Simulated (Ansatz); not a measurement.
TiW and its elements, a formation energy from the elements

Run with Ansatz 0.2.0 through its Python package.

Contents of `tiw_tiw.xyz`:
```text
2
Lattice="1.59372522 -2.25463434 0.0 1.59372522 2.25463434 0.0 0.0 0.0 4.4681168" Properties=species:S:1:pos:R:3 pbc="T T T"
Ti    0.00000000    0.00000000    0.00000000
W     1.59372522    0.00000000    2.23405840
```

The script reads `tiw_ti.xyz`:
```text
2
Lattice="2.95 0.0 0.0 -1.475 2.55477494 0.0 0.0 0.0 4.68" Properties=species:S:1:pos:R:3 pbc="T T T"
Ti   -0.00000000    1.70318329    1.17000000
Ti    1.47500000    0.85159165    3.51000000
```

Input file `tiw_w.xyz`:
```text
1
Lattice="-1.582345 1.582345 1.582345 1.582345 -1.582345 1.582345 1.582345 1.582345 -1.582345" Properties=species:S:1:pos:R:3 pbc="T T T"
W     0.00000000    0.00000000    0.00000000
```

Script `run_formation.py`:
```python
# -*- coding: utf-8 -*-
"""Is TiW bound against its elements, after relaxing cells and atoms."""

from collections import Counter

import ansatz as az
import numpy as np

XC = "lda"
CUTOFF = 460
K_SPACING = 0.3
OCCUPATIONS = "cold"
WIDTH_EV = 0.1


def ground_state(name, crystal):
    calc = (
        crystal.calculation()
        .functional(XC)
        .basis(CUTOFF)
        .kpoints(spacing=K_SPACING)
        .occupations(OCCUPATIONS, width=WIDTH_EV)
        .stress()
    )
    calc = calc.relax(force_tolerance=0.02, max_steps=40, cell=True)
    return calc.run(threads=1)


def counts(outcome):
    return Counter(site.symbol for site in outcome.lattice.sites)

def formation_energy(outcome, mu):
    n = counts(outcome)
    return (outcome.report["energy_sigma0_ev"] - sum(k * mu[element] for element, k in n.items())) / sum(n.values())


def volume_per_atom(outcome):
    return abs(np.linalg.det(outcome.lattice.cell_ang)) / len(outcome.lattice.sites)


def main():
    phases = {}
    tiw = az.Crystal.from_extxyz("tiw_tiw.xyz")
    phases["TiW"] = tiw
    ti = az.Crystal.from_extxyz("tiw_ti.xyz")
    phases["Ti"] = ti
    w = az.Crystal.from_extxyz("tiw_w.xyz")
    phases["W"] = w

    done = {}
    for name, crystal in phases.items():
        done[name] = ground_state(name, crystal)
        print(f"{name}: {done[name].report['energy_sigma0_ev']:.4f} eV, {len(done[name].lattice.sites)} atoms")

    # chemical potentials of the elements at zero temperature
    references = {"Ti": "Ti", "W": "W"}
    mu = {element: done[name].report["energy_sigma0_ev"] / len(done[name].lattice.sites) for element, name in references.items()}

    target = done["TiW"]
    heat = formation_energy(target, mu)
    for element, value in mu.items():
        print(f"mu({element}) = {value:.4f} eV from {references[element]}, {volume_per_atom(done[references[element]]):.2f} A^3/atom")
    print(f"formation energy of TiW: {heat:.4f} eV/atom = {96.4853 * heat:.1f} kJ/mol of atoms")


if __name__ == "__main__":
    main()
```

```console
$ python run_formation.py
TiW: -12580.2373 eV, 2 atoms
Ti: -4900.6088 eV, 2 atoms
W: -10129.8383 eV, 1 atoms
mu(Ti) = -2450.3044 eV from Ti, 16.10 A^3/atom
mu(W) = -10129.8383 eV from W, 15.43 A^3/atom
formation energy of TiW: -0.0473 eV/atom = -4.6 kJ/mol of atoms
```

The formation energy is -0.047 eV an atom (-4.6 kJ per mole of atoms), so TiW lies below the reference phases, by an amount within the functional's error.

What to keep in mind:
- Absolute energies stand on the zero of these potentials, so only differences at equal settings mean something.
- No spin polarisation was allowed.
- For the metals among these phases the mesh is modest: differences between phases can be off by up to 40 meV an atom.
- Spin-orbit coupling, which matters for elements this heavy, is left out.
- The cells come from databases of deposited and of computed structures, and not all need be stable phases.
- The compound is the structure given, not necessarily its lowest; energies are at zero temperature, with no correction for gases. A semilocal functional's error on such energies is often 0.05 to 0.1 eV an atom, and 0.1 to 0.3 eV against gases such as O2 or F2.
- Run time: 13 s on 1 thread of Intel(R) Xeon(R) 6975P-C (Granite Rapids), with other jobs on the host, peak memory 0.45 GiB.

(A comment or docstring line of the script was reworded after the run, the code is as it ran; lines on the test bed's own set-up are left out of the output.)
